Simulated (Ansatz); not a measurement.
**Rh: a line through an energy map**

Aim: follow the energy of Rh (P6_3/mmc, No. 194; 4 atoms in the cell) along one coordinate, strain +e along x and -e along y, with the other held at strain +e along z and -e/2 along x and y = −3.7 %.

Computed with Ansatz 0.2.0 (DFT LDA, scalar-relativistic, plane waves, PAW, unless a step's input says otherwise).

18 further runs of the same task are left out: 1 for a known fault of the program, 17 set aside as unsound or not needed. Runs told in other sessions of the task aren't counted.

## Step 1: The structure to begin with

Symmetry: P6_3/mmc, No. 194, hexagonal system. The conventional cell has a = 2.657 Å, b = 2.657 Å, c = 8.667 Å, α = 90.00°, β = 90.00°, γ = 120.00°. Around Rh (site symmetry -3m) lie 12 Rh at 2.65 to 2.66 Å. Rh (site symmetry -6m2) has 12 Rh at 2.65 to 2.66 Å in its first shell of neighbours.

As a file:

```
Rh
1.0
     2.65726    0.00000    0.00000
    -1.32863    2.30125    0.00000
     0.00000    0.00000    8.66688
Rh
4
Direct
  0.00000 0.00000 0.00000
  0.33333 0.66667 0.25000
  0.00000 0.00000 0.50000
  0.66667 0.33333 0.75000
```

It goes back to an entry of the Materials Project, which need not be the stable form.

It is the result of an earlier relaxation at this level (volume 13.25 Å³/atom; gap on the mesh: none (metal)).

## Step 2: What is varied

The energy is mapped over two homogeneous strains (x along [1 0 0], y along [1 2 0], z along [0 0 1] of the conventional cell).

- strain +e along x and -e along y: 7 values from −11.0 to 11.0 %
- strain +e along z and -e/2 along x and y: 7 values from −11.0 to 11.0 %

Nothing else is relaxed (fractional coordinates fixed). Energies count from the relaxed crystal. Points are written as (first, second).

## Step 3: The run at (−11.0 %, −3.7 %)

The input, input.yaml:

```yaml
crystal:
  lattice:
    - [2.4137201543, 0.0, 0.0]
    - [-1.2068600771, 2.5966185849, 0.0]
    - [0.0, 0.0, 8.3488068906]
  atoms:
    - { symbol: Rh, position: [0.0, 0.0, 0.0] }
    - { symbol: Rh, position: [0.3333333333, 0.6666666667, 0.25] }
    - { symbol: Rh, position: [0.0, 0.0, 0.5] }
    - { symbol: Rh, position: [0.6666666667, 0.3333333333, 0.75] }
basis:
  ecutwfc: 420
kpoints:
  mp_grid: { grid: [18, 18, 6] }
hamiltonian:
  xc: lda
  pseudopotentials: { kind: paw, azcp: { folder: soft_1 } }
scf:
  occupations: { method: gaussian, width: 0.15 }
output:
  forces: true
  stress: true
  eigenvalues: true
```

Launch:

```
> ansatz run input.yaml --threads 2 --pin off --max-ram 4096MiB --backend cpu --events-out ev --progress --plain --runs-dir out
```

Output, shortened:

```text
Warning: <dir> the record states the generating functional pbe (its physics header spells it `PBE`), which answers neither for hamiltonian.xc's functional nor for the lda family's — results may be inconsistent (PPs are generated against a specific XC)
Warning: RAYON_NUM_THREADS=2 ignored (pool sized by the plan → 2); use --threads N
[...]
Pseudopotentials: kind: paw
Pseudopotential: Rh, paw, valence charge 17, recommended cutoff 420 eV (normal), <dir>
Functional definition: SPW92
[...]
Crystal: 4 atoms, lattice volume = 52.326 Å³
Basis set: ecut = 420 eV, 1011 PW (Γ)
Bands: 41, of which v1, the nominal top of the filled ones, is band 34 counted from 1 (33 counted from 0)
Symmetry: 8 space group operations
Space group: Cmcm (ITA 63), of the structure as read, at distance tolerance 3.7e-5 Å
k-points: 364 of 1944
[...]
SCF iter   1: F=—  HF=-25115.262501 eV  |F-HF|=—  |Δ(HF+E_count)|=         —  Δρ=1.14e-1  dr2=6.10e0  ethr=3.10e-3  ⟨swp⟩=5.3  Hψ=48832  notcnv=0  defer=1
[...]
SCF iter   7: F=-25113.220464 eV  HF=-25113.220464 eV  |F-HF|=3.17e-8  |Δ(HF+E_count)|=   1.15e-7  Δρ=1.19e-5  dr2=5.13e-8  ethr=1.47e-10  ⟨swp⟩=7.6  Hψ=57336  notcnv=0
[...]
SCF converged after 7 iterations
Free energy (F): -25113.220464 eV
[...]
E sigma→0 (E₀):  -25113.186168 eV
Entropy (-TS):   -0.068593 eV (-17.148 meV/atom)
Fermi energy:    23.556843 eV
[...]
--- Forces (eV/Å), atoms counted from 1 ---
  atom   1  Rh     0.00000000     0.00000000    -0.00000000
  atom   2  Rh    -0.00000000    -0.64256954     0.00000000
  atom   3  Rh    -0.00000000     0.00000000     0.00000000
  atom   4  Rh     0.00000000     0.64256954     0.00000000
[...]
--- Stress (GPa, compression-positive) ---
       57.787699      -0.000000       0.000000
       -0.000000     -20.924922       0.000000
        0.000000       0.000000      15.770953
  P = ⅓ Tr σ = 17.5446 GPa (175.446 kbar)
--- Band table (eV; the first three rows and the last of 364) ---
[...]
```

Run time: 30 s. Hardware: 2 threads of Arm Neoverse N1, shared host; peak memory 0.71 GiB.

On the map this point reads 369 meV/atom.

## Step 4: Point (−7.3 %, −3.7 %)

Changes to input.yaml since step 3:

```diff
@@ -2,4 +2,4 @@
   lattice:
-    - [2.4137201543, 0.0, 0.0]
-    - [-1.2068600771, 2.5966185849, 0.0]
+    - [2.5112415168, 0.0, 0.0]
+    - [-1.2556207584, 2.5121626075, 0.0]
     - [0.0, 0.0, 8.3488068906]
@@ -23 +23,5 @@
   eigenvalues: true
+  write_density: true
+  write_potential: true
+  elf: true
+  volumetric_format: npy
```

Launch:

```
> ansatz run input.yaml --threads 2 --pin off --max-ram 4096MiB --backend cpu --events-out ev --progress --plain --runs-dir out
```

Output, shortened:

```text
Warning: <dir> the record states the generating functional pbe (its physics header spells it `PBE`), which answers neither for hamiltonian.xc's functional nor for the lda family's — results may be inconsistent (PPs are generated against a specific XC)
Warning: RAYON_NUM_THREADS=2 ignored (pool sized by the plan → 2); use --threads N
[...]
Pseudopotentials: kind: paw
Pseudopotential: Rh, paw, valence charge 17, recommended cutoff 420 eV (normal), <dir>
Functional definition: SPW92
[...]
Crystal: 4 atoms, lattice volume = 52.670 Å³
Basis set: ecut = 420 eV, 1043 PW (Γ)
Bands: 41, of which v1, the nominal top of the filled ones, is band 34 counted from 1 (33 counted from 0)
Symmetry: 8 space group operations
Space group: Cmcm (ITA 63), of the structure as read, at distance tolerance 3.7e-5 Å
k-points: 364 of 1944
[...]
SCF iter   1: F=—  HF=-25116.237095 eV  |F-HF|=—  |Δ(HF+E_count)|=         —  Δρ=1.19e-1  dr2=6.72e0  ethr=3.10e-3  ⟨swp⟩=5.2  Hψ=47940  notcnv=0  defer=4
[...]
SCF iter   7: F=-25114.003370 eV  HF=-25114.003371 eV  |F-HF|=3.84e-8  |Δ(HF+E_count)|=   1.42e-7  Δρ=1.20e-5  dr2=6.10e-8  ethr=1.47e-10  ⟨swp⟩=11.3  Hψ=96893  notcnv=0
[...]
SCF converged after 7 iterations
Free energy (F): -25114.003370 eV
[...]
E sigma→0 (E₀):  -25113.969618 eV
Entropy (-TS):   -0.067506 eV (-16.876 meV/atom)
Fermi energy:    23.381186 eV
[...]
--- Forces (eV/Å), atoms counted from 1 ---
  atom   1  Rh     0.00000000     0.00000000     0.00000000
  atom   2  Rh     0.00000000    -0.41865484    -0.00000000
  atom   3  Rh     0.00000000    -0.00000000     0.00000000
  atom   4  Rh     0.00000000     0.41865484     0.00000000
[...]
--- Stress (GPa, compression-positive) ---
       29.618391       0.000000      -0.000000
        0.000000     -19.566710      -0.000000
       -0.000000      -0.000000      15.060292
  P = ⅓ Tr σ = 8.3707 GPa (83.707 kbar)
--- Band table (eV; the first three rows and the last of 364) ---
[...]
```

Wall time 44 s (2 threads of Arm Neoverse N1, shared host); peak memory 0.7 GiB.

The maps below are laid out on this run's own conventional cell (a, b, c = 2.511, 5.024, 8.349 Å).

Density in a lattice plane of the grid's cell (edges 5.02 and 8.35 Å, at 0.000 of the third edge), which holds Rh.

Ten even steps from '0' (0.18 e/Å³) to '9' (14.87 e/Å³):
```
53100000000013
10000000000000
00000000010000
00000000254100
00000000598300
00000000254100
00000000010000
10000000000000
53100000000013
96200000000026
53100000000013
10000000000000
00000100000000
00014520000000
00038950000000
00014520000000
00000100000000
10000000000000
53100000000013
96200000000026
```
Columns run along the first of these edges and rows up along the second, over one cell in 14 and 20 even steps from the bottom left corner. Atoms in the plane (fractional): Rh at (0.00, 0.00), Rh at (0.33, 0.25), Rh at (0.00, 0.50), Rh at (0.67, 0.75).

ELF in the same plane.

Ten even steps from ' ' (0.19) to '@' (0.77):
```
%%##==        ........  --##
--::          ....      ..::
    ..          ..--::..    
......        ..**%%%%++..  
    ........  --%%@@@@**..  
......        ..**%%%%++..  
    ..          ..--::..    
--::          ....      ..::
%%##==        ........  --##
@@%%++        ..        ++%%
%%##--  ........        ==##
--::..      ....          ::
      ..::--..          ..  
..  ..++%%%%**..        ....
    ..**@@@@%%--  ........  
..  ..++%%%%**..        ....
      ..::--..          ..  
--::..      ....          ::
%%##--  ........        ==##
@@%%++        ..        ++%%
```
Columns run along the first of these edges and rows up along the second, over one cell in 14 and 20 even steps from the bottom left corner. Atoms in the plane (fractional): Rh at (0.00, 0.00), Rh at (0.33, 0.25), Rh at (0.00, 0.50), Rh at (0.67, 0.75).

Both are smooth fields of the valence electrons: close to the nuclei they are not physical.

That is 174 meV/atom from the zero.

## Step 5: The run at (−3.7 %, −3.7 %)

Changes to input.yaml since step 4:

```diff
@@ -2,4 +2,4 @@
   lattice:
-    - [2.5112415168, 0.0, 0.0]
-    - [-1.2556207584, 2.5121626075, 0.0]
+    - [2.6084971536, 0.0, 0.0]
+    - [-1.3042485768, 2.4279367554, 0.0]
     - [0.0, 0.0, 8.3488068906]
@@ -23,5 +23 @@
   eigenvalues: true
-  write_density: true
-  write_potential: true
-  elf: true
-  volumetric_format: npy
```

Launch:

```
> ansatz run input.yaml --threads 2 --pin off --max-ram 4096MiB --backend cpu --events-out ev --progress --plain --runs-dir out
```

Output, shortened:

```text
[...]
SCF converged after 7 iterations
Free energy (F): -25114.433670 eV
[...]
E sigma→0 (E₀):  -25114.401567 eV
Entropy (-TS):   -0.064205 eV (-16.051 meV/atom)
Fermi energy:    23.282095 eV
[...]
--- Forces (eV/Å), atoms counted from 1 ---
  atom   1  Rh     0.00000000     0.00000000    -0.00000000
  atom   2  Rh     0.00000000    -0.21337524     0.00000000
  atom   3  Rh    -0.00000000     0.00000000     0.00000000
  atom   4  Rh     0.00000000     0.21337524     0.00000000
[...]
--- Stress (GPa, compression-positive) ---
        8.956987       0.000000       0.000000
        0.000000     -14.512526       0.000000
        0.000000       0.000000      15.398813
  P = ⅓ Tr σ = 3.2811 GPa (32.811 kbar)
--- Band table (eV; the first three rows and the last of 364) ---
[...]
```

Run time: 31 s. Hardware: 2 threads of Arm Neoverse N1, shared host; peak memory 0.72 GiB.

That is 66 meV/atom from the zero.

## Step 6: The run at (0.0 %, −3.7 %)

Changes to input.yaml since step 5:

```diff
@@ -2,4 +2,4 @@
   lattice:
-    - [2.6084971536, 0.0, 0.0]
-    - [-1.3042485768, 2.4279367554, 0.0]
+    - [2.7060185161, 0.0, 0.0]
+    - [-1.3530092581, 2.3434807781, 0.0]
     - [0.0, 0.0, 8.3488068906]
```

Launch:

```
> ansatz run input.yaml --threads 2 --pin off --max-ram 4096MiB --backend cpu --events-out ev --progress --plain --runs-dir out
```

Output, shortened:

```text
Warning: <dir> the record states the generating functional pbe (its physics header spells it `PBE`), which answers neither for hamiltonian.xc's functional nor for the lda family's — results may be inconsistent (PPs are generated against a specific XC)
Warning: RAYON_NUM_THREADS=2 ignored (pool sized by the plan → 2); use --threads N
[...]
Pseudopotentials: kind: paw
Pseudopotential: Rh, paw, valence charge 17, recommended cutoff 420 eV (normal), <dir>
Functional definition: SPW92
[...]
Crystal: 4 atoms, lattice volume = 52.944 Å³
Basis set: ecut = 420 eV, 1041 PW (Γ)
Bands: 41, of which v1, the nominal top of the filled ones, is band 34 counted from 1 (33 counted from 0)
Symmetry: 24 space group operations
Space group: P63/mmc (ITA 194), of the structure as read, at distance tolerance 3.8e-5 Å
k-points: 148 of 1944
[...]
SCF iter   1: F=—  HF=-25116.956916 eV  |F-HF|=—  |Δ(HF+E_count)|=         —  Δρ=1.22e-1  dr2=7.22e0  ethr=3.10e-3  ⟨swp⟩=5.2  Hψ=19225  notcnv=0
[...]
SCF iter   7: F=-25114.568540 eV  HF=-25114.568540 eV  |F-HF|=3.46e-8  |Δ(HF+E_count)|=   2.76e-7  Δρ=1.62e-5  dr2=8.85e-8  ethr=1.47e-10  ⟨swp⟩=5.4  Hψ=22901  notcnv=0
[...]
SCF converged after 7 iterations
Free energy (F): -25114.568540 eV
[...]
E sigma→0 (E₀):  -25114.538495 eV
Entropy (-TS):   -0.060091 eV (-15.023 meV/atom)
Fermi energy:    23.250797 eV
[...]
--- Forces (eV/Å), atoms counted from 1 ---
  atom   1  Rh    -0.00000000     0.00000000     0.00000000
  atom   2  Rh    -0.00000000     0.00000000     0.00000000
  atom   3  Rh     0.00000000     0.00000000     0.00000000
  atom   4  Rh    -0.00000000    -0.00000000     0.00000000
[...]
--- Stress (GPa, compression-positive) ---
       -5.313514      -0.000000       0.000000
       -0.000000      -5.313514       0.000000
        0.000000       0.000000      15.622912
  P = ⅓ Tr σ = 1.6653 GPa (16.653 kbar)
--- Band table (eV; the first three rows and the last of 148) ---
[...]
```

It took 13 s on 2 threads of Arm Neoverse N1, shared host; peak memory 0.46 GiB.

Energy on the map's scale: 32 meV/atom.

## Step 7: The run at (3.7 %, −3.7 %)

Changes to input.yaml since step 6:

```diff
@@ -2,4 +2,4 @@
   lattice:
-    - [2.7060185161, 0.0, 0.0]
-    - [-1.3530092581, 2.3434807781, 0.0]
+    - [2.8035398786, 0.0, 0.0]
+    - [-1.4017699393, 2.2590248007, 0.0]
     - [0.0, 0.0, 8.3488068906]
```

Launch:

```
> ansatz run input.yaml --threads 2 --pin off --max-ram 4096MiB --backend cpu --events-out ev --progress --plain --runs-dir out
```

Output, shortened:

```text
[...]
SCF converged after 7 iterations
Free energy (F): -25114.453068 eV
[...]
E sigma→0 (E₀):  -25114.421221 eV
Entropy (-TS):   -0.063695 eV (-15.924 meV/atom)
Fermi energy:    23.276710 eV
[...]
--- Forces (eV/Å), atoms counted from 1 ---
  atom   1  Rh     0.00000000     0.00000000     0.00000000
  atom   2  Rh     0.00000000     0.24812665     0.00000000
  atom   3  Rh     0.00000000     0.00000000     0.00000000
  atom   4  Rh     0.00000000    -0.24812665     0.00000000
[...]
--- Stress (GPa, compression-positive) ---
      -12.230610       0.000000       0.000000
        0.000000       6.414443       0.000000
        0.000000       0.000000      15.147594
  P = ⅓ Tr σ = 3.1105 GPa (31.105 kbar)
--- Band table (eV; the first three rows and the last of 364) ---
[...]
```

It took 32 s on 2 threads of Arm Neoverse N1, shared host; peak memory 0.72 GiB.

That is 61 meV/atom from the zero.

## Step 8: Grid point (7.3 %, −3.7 %)

Changes to input.yaml since step 7:

```diff
@@ -2,4 +2,4 @@
   lattice:
-    - [2.8035398786, 0.0, 0.0]
-    - [-1.4017699393, 2.2590248007, 0.0]
+    - [2.9007955154, 0.0, 0.0]
+    - [-1.4503977577, 2.1747989486, 0.0]
     - [0.0, 0.0, 8.3488068906]
@@ -23 +23,5 @@
   eigenvalues: true
+  write_density: true
+  write_potential: true
+  elf: true
+  volumetric_format: npy
```

Launch:

```
> ansatz run input.yaml --threads 2 --pin off --max-ram 4096MiB --backend cpu --events-out ev --progress --plain --runs-dir out
```

Output, shortened:

```text
Warning: <dir> the record states the generating functional pbe (its physics header spells it `PBE`), which answers neither for hamiltonian.xc's functional nor for the lda family's — results may be inconsistent (PPs are generated against a specific XC)
Warning: RAYON_NUM_THREADS=2 ignored (pool sized by the plan → 2); use --threads N
[...]
Pseudopotentials: kind: paw
Pseudopotential: Rh, paw, valence charge 17, recommended cutoff 420 eV (normal), <dir>
Functional definition: SPW92
[...]
Crystal: 4 atoms, lattice volume = 52.670 Å³
Basis set: ecut = 420 eV, 1037 PW (Γ)
Bands: 41, of which v1, the nominal top of the filled ones, is band 34 counted from 1 (33 counted from 0)
Symmetry: 8 space group operations
Space group: Cmcm (ITA 63), of the structure as read, at distance tolerance 3.7e-5 Å
k-points: 364 of 1944
[...]
SCF iter   1: F=—  HF=-25116.425220 eV  |F-HF|=—  |Δ(HF+E_count)|=         —  Δρ=1.20e-1  dr2=6.83e0  ethr=3.10e-3  ⟨swp⟩=5.3  Hψ=47980  notcnv=0  defer=2
[...]
SCF iter   7: F=-25114.156358 eV  HF=-25114.156358 eV  |F-HF|=5.57e-8  |Δ(HF+E_count)|=   1.59e-7  Δρ=1.38e-5  dr2=8.30e-8  ethr=1.47e-10  ⟨swp⟩=11.5  Hψ=96881  notcnv=0
[...]
SCF converged after 7 iterations
Free energy (F): -25114.156358 eV
[...]
E sigma→0 (E₀):  -25114.121485 eV
Entropy (-TS):   -0.069746 eV (-17.437 meV/atom)
Fermi energy:    23.354371 eV
[...]
--- Forces (eV/Å), atoms counted from 1 ---
  atom   1  Rh     0.00000000     0.00000000     0.00000000
  atom   2  Rh    -0.00000000     0.56497075    -0.00000000
  atom   3  Rh     0.00000000     0.00000000    -0.00000000
  atom   4  Rh     0.00000000    -0.56497075     0.00000000
[...]
--- Stress (GPa, compression-positive) ---
      -11.137466       0.000000      -0.000000
        0.000000      18.761280       0.000000
       -0.000000       0.000000      13.476825
  P = ⅓ Tr σ = 7.0335 GPa (70.335 kbar)
--- Band table (eV; the first three rows and the last of 364) ---
[...]
```

Wall time 47 s (2 threads of Arm Neoverse N1, shared host); peak memory 0.7 GiB.

Axes a, b and c in the maps are those of this run's conventional cell (a, b, c = 2.901, 4.350, 8.349 Å).

Density in a lattice plane of the grid's cell (edges 4.35 and 8.35 Å, at 0.000 of the third edge), which holds Rh.

Ten even steps from '0' (0.18 e/Å³) to '9' (14.88 e/Å³):
```
541000000013
100000000000
000000001000
000000035310
000000169610
000000035310
000000001000
100000000000
541000000013
961000000016
531000000014
100000000000
000010000000
001353000000
001696100000
001353000000
000010000000
100000000000
531000000014
961000000016
```
Columns run along the first of these edges and rows up along the second, over one cell in 12 and 20 even steps from the bottom left corner. Atoms in the plane (fractional): Rh at (0.00, 0.00), Rh at (0.33, 0.25), Rh at (0.00, 0.50), Rh at (0.67, 0.75).

ELF in the same plane.

Ten even steps from '0' (0.19) to '9' (0.77):
```
874000011037
320000000112
000000023211
110000378730
100111589850
110000378730
000000023211
320000000112
874000011037
985100000158
873011000047
321100000002
011232000000
103787300001
105898511100
103787300001
011232000000
321100000002
873011000047
985100000158
```
Columns run along the first of these edges and rows up along the second, over one cell in 12 and 20 even steps from the bottom left corner. Atoms in the plane (fractional): Rh at (0.00, 0.00), Rh at (0.33, 0.25), Rh at (0.00, 0.50), Rh at (0.67, 0.75).

Both are smooth fields of the valence electrons: close to the nuclei they are not physical.

On the map this point reads 135 meV/atom.

## Step 9: What came out

| strain +e along x and -e along y (%) | step | energy (meV/atom) | slope (meV/atom per %) | pressure (GPa) | largest force on an atom (eV/Å) |
| --- | --- | --- | --- | --- | --- |
| −11.0 | 3 | 369 | −67 | 17.5 | 0.64 |
| −7.3 | 4 | 174 | −40 | 8.4 | 0.42 |
| −3.7 | 5 | 66 | −19 | 3.3 | 0.21 |
| 0.0 | 6 | 32 | 0 | 1.7 | 0.00 |
| 3.7 | 7 | 61 | 15 | 3.1 | 0.25 |
| 7.3 | 8 | 135 | 25 | 7.0 | 0.56 |
| 11.0 | – | 238 | 31 | 12.8 | 0.96 |

Energies count from the relaxed crystal. Rows without a step come from runs not printed here or follow by symmetry. Slopes come from the forces (and the stress, where the cell changes), not from differences of energies.

What this shows: The lowest point computed on the line is at 0.0 %, 32 meV/atom from the zero. A fit to energies and slopes at the lowest point and its two neighbours puts the minimum at 0.00 %, with a curvature of about 4.7 meV/atom per %². Divided by the reference volume, that is a stiffness of about 570 GPa for this pattern of strain, with the ions clamped. The well is lopsided: two grid steps out, the energy rises by 141 meV/atom towards smaller values and 103 meV/atom towards larger ones. The highest point computed, at −11.0 %, lies 337 meV/atom above the lowest. This is one cut through a surface in two coordinates; the map's lowest point lies off it. With the other coordinates free, the energies away from the reference would be the same or lower.
